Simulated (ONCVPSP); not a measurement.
# P: generating and testing an ONCV potential

Aim: build the potential from the settings below, then test how well it stands in for the atom: other configurations, scattering, ghost states and the plane-wave cutoff that it needs.

Method: ONCVPSP 4.0.1.1 (patched build), LDA (Perdew-Wang 92), scalar-relativistic.

**1. The atom and the settings**

Typed settings, in words:

```
element                 : phosphorus (P, Z = 15)
type                    : optimised norm-conserving Vanderbilt (ONCV)
frozen core             : [He]
valence charge          : 13
reference configuration : 2s2 2p6 3s2 3p3
partial waves           : 2s+3s: rc 0.80 bohr, ncon 4, nbas 7, qcut 14.8 1/bohr, 2 projectors; 2p+3p: rc 0.85 bohr, ncon 4, nbas 7, qcut 17.5 1/bohr, 2 projectors; d scattering state at 0.18 Ha: rc 0.80 bohr, ncon 4, nbas 8, qcut 13.9 1/bohr, local
local potential         : the d channel
core correction         : not asked for
```

An earlier all-electron run gives the scale for the radii.

All-electron outer shells of the reference configuration (LDA (PZ), scalar-relativistic, ld1.x):

```
shell  level (eV)  outermost node (bohr)  outermost maximum (bohr)
   1s    -2076.07                      –                      0.07
   2s     -173.14                   0.14                      0.42
   2p     -124.52                      –                      0.35
   3s      -14.02                   0.66                      1.56
   3p       -5.60                   0.64                      1.83
```

**2. Generating the potential**

P.dat

```
# ATOM AND REFERENCE CONFIGURATION
# atsym  z   nc   nv     iexc    psfile
  P 15.00    1    4  -001012      upf
#
#   n    l    f
    1    0    2.00
    2    0    2.00
    2    1    6.00
    3    0    2.00
    3    1    3.00
#
# PSEUDOPOTENTIAL AND OPTIMIZATION
# lmax
    2
#
#   l,   rc,      ep,       ncon, nbas, qcut
    0    0.80    0.00    4    7   14.80
    1    0.85    0.00    4    7   17.50
    2    0.80    0.18    4    8   13.90
#
# LOCAL POTENTIAL
# lloc, lpopt,  rc(5),   dvloc0
    2    5    0.80    0.00
#
# VANDERBILT-KLEINMAN-BYLANDER PROJECTORs
# l, nproj, debl
    0    2    0.60
    1    2    3.20
    2    0    1.00
#
# MODEL CORE CHARGE
# icmod, fcfact, rcfact
    0    0.00    0.00
#
# LOG DERIVATIVE ANALYSIS
# epsh1, epsh2, depsh
   -8.00    5.00    0.04
#
# OUTPUT GRID
# rlmax, drl
    6.00    0.01
#
# TEST CONFIGURATIONS
# ncnf
    4
# nvcnf
#   n    l    f
    4
    2    0    2.00
    2    1    6.00
    3    0    2.00
    3    1    2.00
#
    4
    2    0    2.00
    2    1    6.00
    3    0    2.00
    3    1    1.00
#
    4
    2    0    2.00
    2    1    6.00
    3    0    2.00
    3    1    0.00
#
    4
    2    0    2.00
    2    1    6.00
    3    0    1.00
    3    1    3.00
#
```

The run is started by

```sh
$ oncvpsp.x < P.dat > P.out
```

**Question.** What will these runs give? Wanted: cutoffs for 1 and 0.1 mHa per electron, occupied waves; bound ghosts; GHOST(+) flags; largest test error; largest phase difference near zero energy, channels read.

As calculated:

| quantity | value |
| --- | --- |
| cutoffs for 1 and 0.1 mHa per electron, occupied waves | 117 Ha and 132 Ha |
| bound ghosts | none found |
| GHOST(+) flags | none at low energy |
| largest test error (AE − PS) | +9.3 meV, for 2s2 2p6 3s2 3p0 |
| largest phase difference near zero energy, channels read | 0.000 rad |

By total energies transferability is good: the largest error is 9.3 meV on 58.9 eV, for 2s2 2p6 3s2 3p0. It counts as very hard, with 117 Ha needed at the looser tolerance. It is free of bound ghosts as far as tested. Near zero energy the phases of the channels with partial waves agree within 0.001 rad. All of this concerns the isolated atom, not yet a solid.
